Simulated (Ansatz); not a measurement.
**C2H4FGaO: one species, many methods**

One table from this session's results is given with a row withheld; the runs are named, their logs left out.

Method: functionals in def2-TZVPP, the program's frozen cores in correlated methods; program: Ansatz 0.2.0, Gaussian basis.

Plan: LDA (SPW92), PBE-D4, revPBE-D4, BLYP-D4, r2SCAN-D4, B97M-V, PBE0-D4, B3LYP-D4, r2SCANh-D4, r2SCAN0-D4, HSE06-D4, BHLYP-D4, CAM-B3LYP-D4, LC-ωPBE, ωB97X-V, ωB97M-V, B2PLYP, PBE-QIDH; CCSD(T)/def2-SVP; CCSD(T)/def2-TZVPP; MP2/def2-QZVPP; extrapolation to the limit; RPA on PBE.

### The geometry

All runs share one geometry, relaxed beforehand with PBE0-D4 in a triple-zeta def2 set.

SMILES `F[CH]1O[CH2][GaH]1`, 9 atoms, charge 0, spin multiplicity 1.

Atoms are counted from 1 here; the program's logs count them from 0.

Bond lengths: F1–C2 1.402 Å, C2–O3 1.387 Å, C2–Ga5 2.027 Å, C2–H6 1.091 Å, O3–C4 1.443 Å, C4–Ga5 2.009 Å, C4–H7 1.094 Å, C4–H8 1.092 Å, Ga5–H9 1.563 Å. Angles: F1–C2–O3 110.2°, F1–C2–Ga5 108.5°, F1–C2–H6 106.0°, O3–C2–Ga5 89.5°, O3–C2–H6 109.6°, Ga5–C2–H6 131.1°, C2–O3–C4 108.5°, O3–C4–Ga5 88.6°, O3–C4–H7 111.1°, O3–C4–H8 109.3°, Ga5–C4–H7 116.5°, Ga5–C4–H8 120.4°, H7–C4–H8 108.9°, C2–Ga5–C4 69.4°, C2–Ga5–H9 146.0°, C4–Ga5–H9 144.5°.

Set-up of the first run:

Contents of in.yaml:

```yaml
crystal:
  periodic: [false, false, false]
  atoms:
    - {symbol: F, position_ang: [1.734052, -0.213688, 1.148561]}
    - {symbol: C, position_ang: [0.998298, 0.597678, 0.273806]}
    - {symbol: O, position_ang: [0.736113, -0.083894, -0.904989]}
    - {symbol: C, position_ang: [-0.536247, -0.752768, -0.774749]}
    - {symbol: Ga, position_ang: [-0.963082, 0.463712, 0.766266]}
    - {symbol: H, position_ang: [1.628476, 1.463796, 0.064427]}
    - {symbol: H, position_ang: [-0.401507, -1.812556, -0.537931]}
    - {symbol: H, position_ang: [-1.086300, -0.668055, -1.714216]}
    - {symbol: H, position_ang: [-2.109803, 1.005765, 1.678823]}
basis:
  gaussian: {orbitals: def2-TZVPP}
hamiltonian: {xc: lda}
output: {orbitals: {seedname: orbitals}}
```

The run is started by

```console
$ ansatz run in.yaml --threads 4 --pin off --events-out ev --progress --plain --max-ram 10444MiB
```

Among the steps run: LDA; PBE-D4 (GGA); revPBE-D4 (GGA); BLYP-D4 (GGA); r2SCAN-D4 (meta-GGA); B97M-V (meta-GGA); B3LYP-D4 (hybrid); r2SCANh-D4 (hybrid); r2SCAN0-D4 (hybrid); HSE06-D4 (hybrid); BHLYP-D4 (hybrid); CAM-B3LYP-D4 (range-separated); LC-ωPBE (range-separated); ωB97X-V (range-separated); ωB97M-V (range-separated); B2PLYP (double hybrid); PBE-QIDH (double hybrid).

One of the session's tables, all rows but one given; the rest of the session is left out.

It belongs to the step «Orbital energies across the functionals». 

| functional | HOMO (eV) | LUMO (eV) | gap (eV) |
| --- | --- | --- | --- |
| LDA (SPW92) | -6.07 | -2.86 | 3.21 |
| PBE-D4 | -5.89 | -2.57 | 3.32 |
| revPBE-D4 | -5.82 | -2.44 | 3.38 |
| BLYP-D4 | -5.82 | -2.54 | 3.27 |
| r2SCAN-D4 | -6.14 | -2.32 | 3.82 |
| B97M-V | -6.21 | -2.52 | 3.69 |
| PBE0-D4 | -7.18 | -1.77 | 5.41 |
| B3LYP-D4 | ? | ? | ? |
| r2SCANh-D4 | -6.63 | -2.04 | 4.59 |
| r2SCAN0-D4 | -7.36 | -1.63 | 5.73 |
| HSE06-D4 | -6.78 | -2.14 | 4.64 |
| BHLYP-D4 | -8.43 | -1.07 | 7.36 |
| CAM-B3LYP-D4 | -8.59 | -0.92 | 7.67 |
| LC-ωPBE | -9.86 | 0.32 | 10.18 |
| ωB97X-V | -9.52 | 0.15 | 9.68 |
| ωB97M-V | -9.42 | -0.10 | 9.32 |

**Question.** Estimate the row for B3LYP-D4.

Worked estimate for «HOMO (eV)». Against the share of exact exchange, BLYP-D4 (0, -5.82), BHLYP-D4 (0.5, -8.43) give a slope of -5.22 per unit share; at 0.2 the line stands at -6.86.

The run gave: HOMO (eV): -7.01; LUMO (eV): -2.08; gap (eV): 4.93. In «HOMO (eV)» the line misses by +0.15.
